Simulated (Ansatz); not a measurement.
# CH₂ClFOSi: basis-set convergence

An exercise on one series of results from a longer session: the logs are not shown, and one member is left open.

Method: one geometry, several basis sets; program: Ansatz 0.2.0, Gaussian basis.

Plan: PBE0-D4/def2-SVP; ωB97M-V/def2-SVP; PBE0-D4/def2-QZVPP; ωB97M-V/def2-QZVPP; the functionals' def2-TZVPP values are taken from earlier runs.

## The geometry

An earlier PBE0-D4 in a triple-zeta def2 set relaxation fixed the geometry.

SMILES `F[Si@H]1O[C@@H]1Cl`, 7 atoms, charge 0, spin multiplicity 1.

Atoms are counted from 1 here; the program's logs count them from 0.

Bond lengths: F1–Si2 1.580 Å, Si2–O3 1.645 Å, Si2–C4 1.797 Å, Si2–H6 1.467 Å, O3–C4 1.464 Å, C4–Cl5 1.757 Å, C4–H7 1.085 Å. Angles: F1–Si2–O3 117.3°, F1–Si2–C4 123.1°, F1–Si2–H6 108.7°, O3–Si2–C4 50.1°, O3–Si2–H6 119.3°, C4–Si2–H6 125.6°, Si2–O3–C4 70.3°, Si2–C4–O3 59.5°, Si2–C4–Cl5 122.8°, Si2–C4–H7 125.7°, O3–C4–Cl5 113.9°, O3–C4–H7 112.4°, Cl5–C4–H7 109.5°.

Set-up of the first run:

File in.yaml:

```yaml
crystal:
  periodic: [false, false, false]
  atoms:
    - {symbol: F, position_ang: [-1.129632, -1.513330, 1.223860]}
    - {symbol: Si, position_ang: [-0.207916, -0.292294, 0.827587]}
    - {symbol: O, position_ang: [1.051985, -0.596743, -0.185614]}
    - {symbol: C, position_ang: [0.055366, 0.226651, -0.872879]}
    - {symbol: Cl, position_ang: [0.629841, 1.830434, -1.301128]}
    - {symbol: H, position_ang: [0.010492, 0.538591, 2.016446]}
    - {symbol: H, position_ang: [-0.348935, -0.261409, -1.754073]}
basis:
  gaussian: {orbitals: def2-SVP}
hamiltonian: {xc: pbe0, dispersion: d4}
output: {orbitals: {seedname: orbitals}}
```

On the command line:

```
ansatz run in.yaml --threads 2 --pin off --events-out ev --progress --plain --max-ram 4352MiB
```

Among the steps run: PBE0-D4 in def2-SVP; ωB97M-V in def2-SVP; PBE0-D4 in def2-QZVPP; ωB97M-V in def2-QZVPP.

One of the session's tables, all rows but one given; the rest of the session is left out.

| functional | basis | HOMO (eV) | LUMO (eV) |
| --- | --- | --- | --- |
| PBE0-D4 | def2-SVP | ? | ? |
| PBE0-D4 | def2-TZVPP | -7.80 | -0.45 |
| PBE0-D4 | def2-QZVPP | -7.84 | -0.60 |
| ωB97M-V | def2-SVP | -9.85 | 1.89 |
| ωB97M-V | def2-TZVPP | -10.02 | 1.32 |
| ωB97M-V | def2-QZVPP | -10.07 | 1.00 |

Estimate the missing values for PBE0-D4, def2-SVP.

As computed: HOMO (eV): -7.68; LUMO (eV): -0.08. In the column «HOMO (eV)» it is the highest.
